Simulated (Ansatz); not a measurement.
# Cu: the cost of one run

Program: Ansatz 0.2.0. Level of theory: DFT PBEsol, scalar-relativistic, plane waves, PAW. These are calculated values, not measurements.

### Step 1. The structure to begin with

Symmetry: Fm-3m, No. 225, cubic system. The conventional cell has a = 3.615 Å, b = 3.615 Å, c = 3.615 Å, α = 90.00°, β = 90.00°, γ = 90.00°. Cu (site symmetry m-3m) is surrounded by 12 Cu at 2.56 Å.

Coordinates:

```xyz
1
Lattice="0.0000 1.8075 1.8075 1.8075 0.0000 1.8075 1.8075 1.8075 0.0000" Properties=species:S:1:pos:R:3 pbc="T T T"
Cu    0.0000    0.0000    0.0000
```

The cell is taken as given, not relaxed at this level.

### Step 2. The reference cell

Reference values: F = -6588.7649 eV; pressure -6.46 GPa; largest force 0.000 eV/Å; gap on the mesh none (metal). It was computed beforehand with the settings of the runs below.

### Step 3. Setting up a tetragonal deformation path

At fixed volume and fractional coordinates, lengths along (0.000, 0.000, 1.000) are scaled against those across it; ρ is that ratio over its starting value.

### Step 4. At ρ = 0.707

Input file input.yaml:

```yaml
crystal:
  lattice:
    - [0.0, 2.0289522891, 1.4344692684]
    - [2.0289522891, 0.0, 1.4344692684]
    - [2.0289522891, 2.0289522891, 0.0]
  atoms:
    - { symbol: Cu, position: [0.0, 0.0, 0.0] }
basis:
  ecutwfc: 420
kpoints:
  mp_grid: { grid: [24, 24, 24] }
hamiltonian:
  xc: pbesol
scf:
  occupations: { method: gaussian, width: 0.15 }
output:
  forces: true
  stress: true
  eigenvalues: true
```

Run with:

```bash
> ansatz run input.yaml --threads 1 --pin off --max-ram 2560MiB --backend cpu --events-out ev --progress --plain --runs-dir out
```

What time and memory should one allow on 1 thread of Intel Xeon 6975P-C (Granite Rapids), shared host?

About 5.1 s, with a peak of 0.5 GiB.
